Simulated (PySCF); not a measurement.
# C6H10N2: the cost of one run

Computed with PySCF 2.14.0 and routines of our own; the level stands in each step. Atoms count from 0.

## 1. The system as given

18 atoms, charge 0, multiplicity 1; geometry from: GFN2-xTB.

## 2. Magnetic properties: GIAO PBE/pcSseg-1

The job: settings as JSON, then the geometry in Å.

```
{"job": {"kind": "mag", "xc": "PBE", "basis": "pcSseg-1", "isotopologues": 2}, "charge": 0, "multiplicity": 1}
C     -3.847649    -0.837175    -0.231364
C     -2.858787    -0.460870     0.576145
C     -1.708017     0.276631     0.128692
N     -0.779213     0.566648     0.952712
N      0.222609     1.344955     0.809174
C      1.443834     1.119741     0.586002
C      2.056050    -0.198364     0.212174
C      2.959292    -0.063378    -1.010906
H     -4.696351    -1.393342     0.126045
H     -3.836920    -0.598375    -1.282471
H     -2.875112    -0.705239     1.629086
H     -1.659935     0.560286    -0.925583
H      2.106943     1.970127     0.675793
H      1.262829    -0.925343     0.021703
H      2.648730    -0.559316     1.058819
H      2.384270     0.259819    -1.875961
H      3.425245    -1.017975    -1.243398
H      3.743423     0.667486    -0.824984
```

With the program's defaults for keys left out, this is: GIAO PBE/pcSseg-1 magnetisability, rotational g tensor and spin-rotation constants, non-relativistic, gas phase.

Run with:

```
> OMP_NUM_THREADS=1 python excited_run.py task.json out
```

The driver reads the jobs from task.json and runs them one after another.

**Question.** How long does this first job take on 1 thread of Intel Xeon 6975P-C, shared host, and how much memory does it need?

About 31 s, with a peak of 0.7 GiB.
